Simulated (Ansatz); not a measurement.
Write the native input for Ansatz 0.2.0 that does the following.

- Task: band structure
- Functional: PBEsol
- Potentials or basis: Ansatz PAW
- Cutoff: 420 eV (not typed: the program's choice for these potentials)
- k mesh: 6 × 6 × 6
- Occupations: fermi-dirac, width 0.05 eV
- Spin: no spin polarisation
- Path: [["G", "X", "W", "K", "G", "L", "U", "W", "L", "K"], ["U", "X"]]
- Points for each segment of the path: 14

InSb3:

```
Sb In
1.0
     0.00000    3.79455    3.79455
     3.79455    0.00000    3.79455
     3.79455    3.79455    0.00000
Sb In
3 1
Direct
  0.50000 0.50000 0.50000
  0.75000 0.75000 0.75000
  0.25000 0.25000 0.25000
  0.00000 0.00000 0.00000
```

The cell comes from a database or a generator and needn't be the stable form of this composition.

The input as run:

input.yaml

```yaml
crystal:
  lattice:
    - [0.0, 3.794555, 3.794555]
    - [3.794555, 0.0, 3.794555]
    - [3.794555, 3.794555, 0.0]
  atoms:
    - { symbol: Sb, position: [0.5, 0.5, 0.5] }
    - { symbol: Sb, position: [0.75, 0.75, 0.75] }
    - { symbol: Sb, position: [0.25, 0.25, 0.25] }
    - { symbol: In, position: [0.0, 0.0, 0.0] }
hamiltonian:
  xc: pbesol
  pseudopotentials: { kind: paw }
kpoints:
  mp_grid: { grid: [6, 6, 6] }
  band_path:
    path:
      - [[0.0, 0.0, 0.0], [0.5, 0.0, 0.5], [0.5, 0.25, 0.75], [0.375, 0.375, 0.75], [0.0, 0.0, 0.0], [0.5, 0.5, 0.5], [0.625, 0.25, 0.625], [0.5, 0.25, 0.75], [0.5, 0.5, 0.5], [0.375, 0.375, 0.75]]
      - [[0.625, 0.25, 0.625], [0.5, 0.0, 0.5]]
    npoints: 14
scf:
  occupations: { method: fermi_dirac, width: 0.05 }
  n_extra_bands: 10
output:
  forces: true
  stress: true
  eigenvalues: true
  fatbands: true
  write_density: true
  write_potential: true
  elf: true
  volumetric_format: npy
```

Potentials or basis: Ansatz PAW.

Command:

```bash
$ ansatz run input.yaml --threads 2 --pin off --max-ram 5632MiB --backend cpu --events-out ev --progress --plain --runs-dir out
```

It gave:

```
Pressure               : -3.1 GPa
Band gap on the k mesh : none (metal or under the smearing width)
```

Caveat: spin-orbit coupling is left out, which moves the levels of the heavy elements; the PAW data sets come from PBE, with cores solved anew for the run's functional, which leaves a small shift of forces and pressure.

Wall time 17 s on 2 threads of Arm Neoverse V1, on a shared host, peak memory 0.55 GiB.
